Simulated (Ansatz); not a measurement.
The system is SiNi2.

```
Ni Si
1.0
     4.99000    0.00000    0.00000
     0.00000    3.72000    0.00000
     0.00000    0.00000    7.03000
Ni Si
8 4
Direct
  0.32500 0.75000 0.93700
  0.67500 0.25000 0.06300
  0.17500 0.25000 0.43700
  0.82500 0.75000 0.56300
  0.45800 0.75000 0.29700
  0.54200 0.25000 0.70300
  0.04200 0.25000 0.79700
  0.95800 0.75000 0.20300
  0.78600 0.75000 0.88600
  0.21400 0.25000 0.11400
  0.71400 0.25000 0.38600
  0.28600 0.75000 0.61400
```

```yaml
Program: Ansatz 0.2.0
Task: relaxation of cell and atoms
Functional: PBEsol
Dispersion: D3(BJ)
Potentials_or_basis: Ansatz PAW
Cutoff: "420 eV (not typed: the program's choice for these potentials)"
k_mesh: 6 × 7 × 4
Occupations: fermi-dirac, width 0.05 eV
Spin: collinear spin, ferromagnetic start
Starting_moments: "[1.0, 1.0, 1.0, 1.0, 1.0, 1.0, 1.0, 1.0, 0.0, 0.0, 0.0, 0.0] μB"
```

At the start: volume 10.87 Å³/atom.

Problem. How do energy, volume and symmetry change on relaxing?

Solution. It ends after 7 steps and the volume is 10.28 Å³/atom (-5.4 %); space group Pnma (No. 62, to 0.05 Å); moment 0.00 μB per cell.

The path:
```csv
step,energy change (eV),largest force (eV/Å),volume (Å³)
1,0.0000,0.3585,130.50
2,-0.2208,0.2119,126.68
3,-0.2911,0.0976,123.02
4,-0.2967,0.0825,123.40
5,-0.2982,0.0085,123.40
6,-0.2983,0.0007,123.42
7,-0.2958,0.0007,123.42
```

Final structure:
```xyz
12
Lattice="4.8375 0.0000 0.0000 0.0000 3.6737 0.0000 0.0000 0.0000 6.9447" Properties=species:S:1:pos:R:3 pbc="T T T"
Ni    1.5853    2.7552    6.5243
Ni    3.2522    0.9184    0.4204
Ni    0.8334    0.9184    3.0519
Ni    4.0041    2.7552    3.8928
Ni    2.2077    2.7552    2.0149
Ni    2.6298    0.9184    4.9298
Ni    0.2111    0.9184    5.4873
Ni    4.6265    2.7552    1.4575
Si    3.8489    2.7552    6.1656
Si    0.9887    0.9184    0.7792
Si    3.4074    0.9184    2.6932
Si    1.4301    2.7552    4.2515
```

Caveat: the plane-wave basis is chosen anew once the cell has moved, so the energies of steps on either side of that aren't comparable; pairwise dispersion overbinds metals, which lowers pressure and volume; the PAW data sets come from PBE, with cores solved anew for the run's functional, which leaves a small shift of forces and pressure; the starting moments weren't kept.
